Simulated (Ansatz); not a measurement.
# wB97X/def2-SVP (core potential) run of SnNH2F (SMILES [NH2][Sn][F])

Aim: the energy change on altering one bond length of SnNH2F at wB97X/def2-SVP (core potential), from 2 runs. 

The calculation is run with Ansatz 0.2.0.

69 further runs of the same task are left out: 69 set aside as unsound or not needed.

### 1 The molecule

SnNH2F has 5 atoms, charge 0, and is taken as a singlet. SMILES: `[NH2][Sn][F]`. The coordinates come from a PBE0-D4/def2-TZVP relaxation. This is one conformer, not always the lowest.

Bond lengths: N1–Sn2 2.003 Å, Sn2–F3 1.951 Å, N1–H4 1.008 Å, N1–H5 1.010 Å. Angles: N1–Sn2–F3 92.0°, Sn2–N1–H4 126.2°, Sn2–N1–H5 121.8°, H4–N1–H5 112.0°.

### 2 The energy at wB97X/def2-SVP (core potential)

The input, in.yaml:

```yaml
crystal:
  periodic: [false, false, false]
  atoms:
    - symbol: N
      position_ang: [-0.302900, 0.495500, -0.393300]
    - symbol: Sn
      position_ang: [0.338900, -0.053700, 1.423200]
    - symbol: F
      position_ang: [0.966900, -1.775900, 0.754300]
    - symbol: H
      position_ang: [-0.746800, 1.369300, -0.629100]
    - symbol: H
      position_ang: [-0.206200, -0.108900, -1.196600]
basis:
  gaussian:
    orbitals: def2-SVP
hamiltonian:
  xc: {name: wB97X}
accuracy: high
output: {orbitals: {seedname: orbitals}}
```

Command:

```console
$ ansatz run in.yaml --threads 1 --pin off --max-ram 3480MiB --events-out events.jsonl --progress --plain --runs-dir runs
```

Output:

```text
Warning: RAYON_NUM_THREADS=1 ignored (pool sized by the plan → 1); use --threads N
Functional definition: wB97X
  name "wB97X"
  parameter omega = 0.3/bohr
  parameter cx = 0.157706
  parameter cx1 = 0.726479
  parameter cx2 = 1.04760
  parameter cx3 = -5.70635
  parameter cx4 = 13.2794
  parameter css1 = -4.33879
  parameter css2 = 18.2308
  parameter css3 = -31.7430
  parameter css4 = 17.2901
  parameter cos1 = 2.37031
  parameter cos2 = -11.3995
  parameter cos3 = 6.58405
  parameter cos4 = -3.78132
  exchange = spin_sum(e_x_unif_sr(omega)*poly(b97_u_x, 1 - cx, cx1, cx2, cx3, cx4)) + cx*exact_x_sr(omega)
      + exact_x_lr(omega)
  correlation = spin_sum(e_c_pw_same_spin*poly(b97_u_same, 1, css1, css2, css3, css4))
      + integral(e_c_pw_opposite_spin*poly(b97_u_opposite, 1, cos1, cos2, cos3, cos4))
1479 factors; integrals over basis functions are off by at most 3.2e-9 eV
288 factors; integrals over basis functions are off by at most 1.3e-9 eV
mean field evaluation 1: about -10062.1165 eV, gradient 5.8e1 eV
mean field evaluation 2: about -10058.2978 eV, gradient 7.4e1 eV
mean field evaluation 4: about -10068.8495 eV, gradient 7.5e-1 eV
mean field evaluation 8: about -10068.9058 eV, gradient 1.6e-1 eV
mean field evaluation 16: about -10068.9059 eV, gradient 1.3e-4 eV
mean field -10068.90589189 eV, -370.0254665775 hartree, gradient 6.7e-8 eV, S^2 0.000000; 0 other end points of the search recorded, 0 dependent functions left out
reference -10068.90588933 eV, -370.0254664832 hartree; 20, 20 occupied and 44, 44 virtual orbitals, 1479 factors
Total energy: -10068.90588933 eV, -370.0254664832 hartree
```

Wall time 19 s (1 thread of Arm Neoverse V1, shared host); peak memory 0.34 GiB.

### 3 The distorted shape at the same level

The input, job.yaml:

```yaml
crystal:
  periodic: [false, false, false]
  atoms:
    - {symbol: "N", position_ang: [0.052220, -0.203541, -0.204660]}
    - {symbol: Sn, position_ang: [0.694020, -0.752741, 1.611840]}
    - {symbol: F, position_ang: [1.322020, -2.474941, 0.942940]}
    - {symbol: H, position_ang: [-0.746800, 1.369300, -0.629100]}
    - {symbol: H, position_ang: [0.148920, -0.807941, -1.007960]}
basis:
  gaussian:
    orbitals: def2-SVP
total_charge: 0
hamiltonian:
  xc: {name: wB97X}
accuracy: high
output: {orbitals: {seedname: orbitals}}
```

Command:

```console
$ ansatz run job.yaml --threads 1 --pin off --max-ram 3480MiB --events-out events.jsonl --progress --plain --runs-dir runs
```

Output, shortened:

```text
Warning: RAYON_NUM_THREADS=1 ignored (pool sized by the plan → 1); use --threads N
[... 2 set-up lines as earlier in the session ...]
[...]
      + exact_x_lr(omega)
[...]
      + integral(e_c_pw_opposite_spin*poly(b97_u_opposite, 1, cos1, cos2, cos3, cos4))
1480 factors; integrals over basis functions are off by at most 3.6e-9 eV
293 factors; integrals over basis functions are off by at most 1.7e-9 eV
[...]
mean field -10064.82154020 eV, -369.8753694212 hartree, gradient 2.0e-8 eV, S^2 0.000000; 0 other end points of the search recorded, 0 dependent functions left out
reference -10064.82153751 eV, -369.8753693225 hartree; 20, 20 occupied and 44, 44 virtual orbitals, 1480 factors
Total energy: -10064.82153751 eV, -369.8753693225 hartree
```

Wall time 20 s (1 thread of Arm Neoverse V1, shared host); peak memory 0.34 GiB.

### 4 Results

Level: wB97X/def2-SVP (core potential).

```
                                                         quantity          value
                                        first shape: total energy  -370.02547 Eh
                                         first shape: HOMO energy       -9.65 eV
                                         first shape: LUMO energy        0.26 eV
                                       first shape: HOMO–LUMO gap        9.91 eV
                                    distorted shape: total energy  -369.87537 Eh
                                     distorted shape: HOMO energy       -9.71 eV
                                     distorted shape: LUMO energy       -0.65 eV
                                   distorted shape: HOMO–LUMO gap        9.06 eV
energy change with the N1–H4 bond stretched from 1.008 to 1.815 Å       4.084 eV
```

What this shows: With the N1–H4 bond stretched from 1.008 to 1.815 Å the energy rises by 4.08 eV (394 kJ/mol). The first shape isn't relaxed at this level, so the change isn't measured from a minimum. A restricted reference can't describe the breaking bond well at this length.
